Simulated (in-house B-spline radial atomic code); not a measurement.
# Os⁴²⁺: Hartree-Fock with and without relativity

How do the shells of Os⁴²⁺ move when the Schrödinger Hamiltonian gives way to Dirac's?

The numbers are computed with in-house B-spline radial atomic code version 1 (Hartree-Fock averaged over the configuration, non-relativistic (point nucleus) and Dirac-Coulomb (finite nucleus); spherical all-electron atom at the radial basis limit), except any that are marked as measured or tabulated.

**1. The system**

```
element       : osmium (Z = 76)
charge        : +42
electrons     : 34
configuration : [Ar] 3d10 4s2 4p4
nucleus       : point (non-relativistic run); Fermi, rms radius 5.413 fm (Dirac runs)
```

Outer shells as boxes (Hund's rule):

[Ar] 3d10 4s2 4p4
```
[Ar] core
3d [↑↓][↑↓][↑↓][↑↓][↑↓]
4s [↑↓]
4p [↑↓][↑ ][↑ ]
```

The boxes draw the filling by Hund's rule, which heavy ions in jj coupling don't follow; these runs average over all states of the configuration.

**2. Non-relativistic run**

The run's settings:

```ini
Z = 76
electrons = 34.0
configuration = [Ar] 3d10 4s2 4p4
hamiltonian = nr
method = hf
spin_polarised = False
```

**3. Dirac-Coulomb run**

The run's settings:

```ini
Z = 76
electrons = 34.0
configuration = [Ar] 3d10 4s2 4p4
hamiltonian = dirac
method = hf
spin_polarised = False
nucleus = fermi
rms_radius = 5.4126
mass_number = 192
atomic_mass = 191.961478765
speed_of_light = 137.035999084
```

**4. Dirac-Coulomb run in the lowest jj configuration, 1s2 2s2 2p6 3s2 3p6 3d10 4s2 4p-2 4p+2**

In configurations, a minus sign after the shell means j = l − 1/2 and a plus sign j = l + 1/2; the count of electrons follows.

Changes to the settings of step 3:

```diff
@@ -2,3 +2,3 @@
 electrons = 34.0
-configuration = [Ar] 3d10 4s2 4p4
+configuration = 1s2 2s2 2p6 3s2 3p6 3d10 4s2 4p-2 4p+2
 hamiltonian = dirac
```

**Question.** How much does each shell's level and mean radius change with the Dirac Hamiltonian, and the total energy?

As calculated:

Levels and radii; the Dirac values are averaged over j with the occupations as weights.

| shell | ε non-rel. (eV) | ε Dirac (eV) | <r> non-rel. (bohr) | <r> Dirac (bohr) | change of <r> (%) |
| --- | --- | --- | --- | --- | --- |
| 1s | -69956.0 | -76357.8 | 0.01993 | 0.01773 | -11.00 |
| 2s | -13361.1 | -15080.4 | 0.08391 | 0.07412 | -11.67 |
| 2p | -12890.3 | -13474.6 | 0.07103 | 0.06672 | -6.08 |
| 3s | -4571.88 | -5020.41 | 0.2085 | 0.1901 | -8.81 |
| 3p | -4355.27 | -4530.86 | 0.1989 | 0.1898 | -4.58 |
| 3d | -3963.33 | -3955.18 | 0.1740 | 0.1722 | -1.01 |
| 4s | -2182.35 | -2335.28 | 0.4127 | 0.3852 | -6.66 |
| 4p | -2086.51 | -2150.42 | 0.4092 | 0.3953 | -3.40 |

**Reading.** The Dirac run lies -977.71 hartree (-6.5 %) from the non-relativistic one; the finite nucleus has a part in that. The first-order mass-velocity and Darwin terms of the non-relativistic run add up to -820.75 hartree, 84 % of it. 2s shrinks most on the average over j, by -11.67 %. Spin-orbit coupling splits the 4p level by 111.24 eV and the 2p level by 1537.07 eV. The lowest jj configuration lies 73.098 eV below the average over the whole configuration. Breit terms add 18.0 hartree and QED terms 12.7 hartree.
